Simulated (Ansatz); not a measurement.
# SiC: the cost of one run

Program: Ansatz 0.2.0. Level of theory: DFT PBE, scalar-relativistic, plane waves, PAW. These are calculated values, not measurements.

2 further runs of the same task are left out: 2 set aside as unsound or not needed.

## (1) The system as given

It takes space group P6_3mc (No. 186, hexagonal). The conventional cell has a = 3.092 Å, b = 3.092 Å, c = 5.074 Å, α = 90.00°, β = 90.00°, γ = 120.00°. Around Si (site symmetry 3m) lie 4 C at 1.89 to 1.91 Å. Around C (site symmetry 3m) lie 4 Si at 1.89 to 1.91 Å.

Structure file:

```
CELL_PARAMETERS angstrom
3.09204 0.00000 0.00000
-1.54602 2.67778 0.00000
0.00000 0.00000 5.07390
ATOMIC_POSITIONS crystal
Si 0.33333 0.66667 0.00456
Si 0.66667 0.33333 0.50456
C 0.33333 0.66667 0.38044
C 0.66667 0.33333 0.88044
```

This cell was relaxed beforehand with the same method: volume 10.50 Å³/atom, gap on the mesh 2.31 eV.

## (2) What is varied

The energy is mapped over volume and the cell's shape.

The axes are (1) volume per atom: 5 values from 8.82 to 12.18 Å³; (2) c/a of the conventional cell: 5 values from 1.514 to 1.778.

Relaxed at each point: the atoms inside the fixed cell. Energies count from the relaxed crystal. Points are written as (first, second).

## (3) Point (8.82 Å³, 1.641)

Contents of input.yaml:

```yaml
crystal:
  lattice:
    - [2.9174253689, 0.0, 0.0]
    - [-1.4587126845, 2.5265644831, 0.0]
    - [0.0, 0.0, 4.7873689956]
  atoms:
    - { symbol: Si, position: [0.3333333333, 0.6666666667, 0.0045639005] }
    - { symbol: Si, position: [0.6666666667, 0.3333333333, 0.5045639005] }
    - { symbol: C, position: [0.3333333333, 0.6666666667, 0.3804360995] }
    - { symbol: C, position: [0.6666666667, 0.3333333333, 0.8804360995] }
basis:
  ecutwfc: 520.0
kpoints:
  mp_grid: { grid: [12, 12, 6] }
hamiltonian:
  xc: pbe
  pseudopotentials: { kind: paw, azcp: { folder: soft_1 } }
scf:
  occupations: { method: gaussian, width: 0.05 }
output:
  forces: true
  stress: true
  eigenvalues: true
relax:
  adjacent_minimum: "off"
  f_tol: 0.01
  max_steps: 30
```

Launch:

```console
$ ansatz run input.yaml --threads 1 --pin off --max-ram 2048MiB --backend cpu --events-out ev --progress --plain --runs-dir out
```

Q: Estimate wall time and peak memory on 1 thread of Arm Neoverse N1, shared host.

About 23 s, with a peak of 0.34 GiB.
